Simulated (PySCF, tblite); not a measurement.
**C5H7BO2: geometry, infrared bands and NMR shifts**

What infrared bands and NMR shifts should C5H7BO2 (`C#CB(O)OC1CC1`) show?

Computed with tblite 0.8.0 and PySCF 2.14.0, with density-fitted response routines of our own, on a single molecule in the gas phase. Atoms count from 0, in the outputs and in this text.

### 1 The starting structure

15 atoms, charge 0, multiplicity 1; geometry from: force field or distance geometry start.

Bonds of the start (Å): C0–C1 1.23, C1–B2 1.52, B2–O3 1.47, B2–O4 1.49, O4–C5 1.37, C5–C6 1.50, C6–C7 1.52, C7–C5 1.48, C0–H8 1.07, O3–H9 0.99, C5–H10 1.13, C6–H11 1.09, C6–H12 1.11, C7–H13 1.13, C7–H14 1.12.

### 2 Optimising the geometry with GFN2-xTB

The job: settings as JSON, then the geometry in Å.

```
{"job": {"kind": "relax", "xc": "GFN2-xTB", "basis": "xTB"}, "charge": 0, "multiplicity": 1}
C      2.088200    -2.162000    -0.304400
C      1.930500    -0.946900    -0.436400
B      1.759700     0.558000    -0.603900
O      2.717600     1.402800     0.133000
O      0.370100     1.091700    -0.549700
C     -0.585600     0.129500    -0.347700
C     -1.788100     0.405300     0.503100
C     -1.915800     0.142700    -0.991000
H      2.206000    -3.222400    -0.212400
H      2.322800     2.288500     0.310500
H     -0.137900    -0.901500    -0.248500
H     -2.116700     1.413500     0.754100
H     -2.137800    -0.364700     1.227100
H     -2.460500    -0.837500    -1.156500
H     -2.256900     1.011100    -1.604800
```

Launch:

```
> OMP_NUM_THREADS=1 python probes_run.py task.json out
```

This one command runs all jobs of the session in turn.

**Question.** This job is followed by: GFN2-xTB harmonic vibrations, gas phase; GIAO PBE0/pcSseg-1 NMR shielding, non-relativistic, gas phase. Predict these results of the whole session: strongest single infrared mode (GFN2-xTB); zero-point energy (GFN2-xTB); 13C shifts against TMS (PBE0/pcSseg-1, means over atoms taken as alike); 1H shifts against TMS (PBE0/pcSseg-1, means over atoms taken as alike); 11B shifts against BF3·OEt2 (PBE0/pcSseg-1); 17O shifts against H2O (PBE0/pcSseg-1).

**Answer**, as computed:

```
                                                               quantity                             value
                              strongest single infrared mode (GFN2-xTB)             1264 cm⁻¹, 485 km/mol
                                           zero-point energy (GFN2-xTB)                     70.2 kcal/mol
13C shifts against TMS (PBE0/pcSseg-1, means over atoms taken as alike)         98.7, 86.5, 52.5, 8.5 ppm
 1H shifts against TMS (PBE0/pcSseg-1, means over atoms taken as alike)  4.34, 4.06, 1.99, 0.70, 0.55 ppm
                            11B shifts against BF3·OEt2 (PBE0/pcSseg-1)                          18.5 ppm
                                 17O shifts against H2O (PBE0/pcSseg-1)                  149.2, 127.3 ppm
```

In words: Relaxing lowered the energy by 1.405 eV in 74 steps; the close pair that moved most is B2–O4, from 1.490 to 1.360 Å. All 39 modes are real, so the xTB geometry is a minimum. The strongest single mode, at 1264 cm⁻¹, moves mainly B2. GFN2-xTB is a fitted tight-binding method: band positions and strengths are rough. Its intensities can rank the bands wrongly. At PBE0/pcSseg-1: The widest tensor belongs to C1: span 288 ppm, with a paramagnetic part of -158 ppm.
